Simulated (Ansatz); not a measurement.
# HfC (WC type): equation of state and elastic constants

Aim: the bulk modulus of HfC (WC type) from energies at several volumes around the relaxed one, with shape and atoms relaxed at each, then the elastic tensor. The start comes from a prototype table, not from a measured structure.

Computed with Ansatz 0.2.0 (DFT PBEsol, scalar-relativistic, plane waves, PAW, unless a step's input says otherwise).

## (1) The starting structure

It takes space group P-6m2 (No. 187, hexagonal). The conventional cell has a = 3.204 Å, b = 3.204 Å, c = 2.884 Å, α = 90.00°, β = 90.00°, γ = 120.00°. Around Hf (site symmetry -6m2) lie 6 C at 2.35 Å. C (site symmetry -6m2) has 6 Hf at 2.35 Å as nearest neighbours.

Coordinates:

```
Hf C
1.0
     3.20430    0.00000    0.00000
    -1.60215    2.77500    0.00000
     0.00000    0.00000    2.88394
Hf C
1 1
Direct
  0.00000 0.00000 0.00000
  0.66667 0.33333 0.50000
```

An earlier run at PBEsol left this cell at 12.822 Å³/atom and 0.00 GPa (12×12×10 mesh).

Volume factors to run: 0.980, 1.020, 0.960, 1.040.

## (2) Scaling the volume by 0.980

input.yaml

```yaml
crystal:
  lattice:
    - [3.1827914694, 0.0, 0.0]
    - [-1.5913957347, 2.7563782674, 0.0]
    - [0.0, 0.0, 2.8645791849]
  atoms:
    - { symbol: Hf, position: [0.0, 0.0, 0.0] }
    - { symbol: C, position: [0.6666666667, 0.3333333333, 0.5] }
basis:
  ecutwfc: 420
  ecutrho_ratio: 4
kpoints:
  mp_grid: { grid: [12, 12, 10] }
hamiltonian:
  xc: pbesol
scf:
  occupations: { method: gaussian, width: 0.05 }
output:
  forces: true
  stress: true
  eigenvalues: true
relax:
  f_tol: 0.01
  max_steps: 40
  cell: { stress_tol: 0.1, fix: [volume] }
```

The run is started by

```sh
ansatz run input.yaml --threads 4 --pin off --max-ram 4096MiB --backend cpu --events-out ev --progress --plain --runs-dir out
```

After this run come: Volume × 1.020; At 0.960 of the relaxed volume; Scaling the volume by 1.040; Elastic constants, atoms relaxed.

Before running it: what results should come out? Wanted: V0; B0; B0′; scatter of the fit; C11, C12, C44.

The runs gave:

```
          quantity              value
                V0     12.823 Å³/atom
                B0            212 GPa
               B0′                4.1
scatter of the fit     0.003 meV/atom
     C11, C12, C44  370, 141, -75 GPa
```

What this shows: A third-order Birch–Murnaghan fit puts the minimum at 12.82 Å³/atom with a bulk modulus of 212 GPa, a stiff solid. One per cent of compression takes about 2.1 GPa. The tensor has a negative eigenvalue (-75 GPa), so the cell is mechanically unstable at this level. These are values at 0 K without zero-point motion. Spin–orbit coupling is left out, though the cell holds Hf; in elements this heavy it can shift levels and gaps by tenths of an eV.
